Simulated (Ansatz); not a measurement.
# B2F4H2O2: the cost of one run

Method: the settings change from run to run; program: Ansatz 0.2.0, Gaussian basis.

### 1 The molecule

The structure was relaxed beforehand with PBE0-D4 in a triple-zeta def2 set.

SMILES `F[B-]1(F)[OH+][B-](F)(F)[OH+]1`, 10 atoms, charge 0, spin multiplicity 1.

Atoms are counted from 1 here; the program's logs count them from 0.

Bond lengths: F1–B2 1.333 Å, B2–F3 1.352 Å, B2–O4 1.548 Å, B2–O8 1.548 Å, O4–B5 1.548 Å, O4–H9 0.963 Å, B5–F6 1.352 Å, B5–F7 1.333 Å, B5–O8 1.548 Å, O8–H10 0.963 Å. Angles: F1–B2–F3 116.9°, F1–B2–O4 112.3°, F1–B2–O8 112.3°, F3–B2–O4 111.5°, F3–B2–O8 111.5°, O4–B2–O8 89.0°, B2–O4–B5 90.5°, B2–O4–H9 114.6°, B5–O4–H9 114.6°, O4–B5–F6 111.5°, O4–B5–F7 112.3°, O4–B5–O8 89.0°, F6–B5–F7 116.9°, F6–B5–O8 111.5°, F7–B5–O8 112.3°, B2–O8–B5 90.5°, B2–O8–H10 114.6°, B5–O8–H10 114.6°.

### 2 PBE-QIDH/def2-SVP

Options: the search for lower states set to full.

Input file in.yaml:

```yaml
crystal:
  periodic: [false, false, false]
  atoms:
    - {symbol: F, position_ang: [0.141917, -2.247160, -0.171955]}
    - {symbol: B, position_ang: [-0.328130, -1.046925, 0.167844]}
    - {symbol: F, position_ang: [-1.475536, -1.018822, 0.881830]}
    - {symbol: O, position_ang: [0.759150, -0.148849, 0.806136]}
    - {symbol: B, position_ang: [0.547559, 0.915108, -0.298109]}
    - {symbol: F, position_ang: [-0.135205, 1.984249, 0.168662]}
    - {symbol: F, position_ang: [1.664369, 1.163981, -0.982047]}
    - {symbol: O, position_ang: [-0.385326, -0.075527, -1.035989]}
    - {symbol: H, position_ang: [0.557482, 0.153104, 1.698541]}
    - {symbol: H, position_ang: [-1.263182, 0.269740, -1.231914]}
basis:
  gaussian: {orbitals: def2-SVP}
hamiltonian: {xc: {name: PBE-QIDH}}
scf: {lower_state_search: full}
output: {forces: true}
```

The run is started by

```console
$ ansatz run in.yaml --threads 8 --pin off --events-out ev --progress --plain --max-ram 18278MiB
```

**Question.** How long does this run take on 8 threads of Arm Neoverse V1, shared host, and how much memory does it need?

About 3.4 s, with a peak of 0.34 GiB.
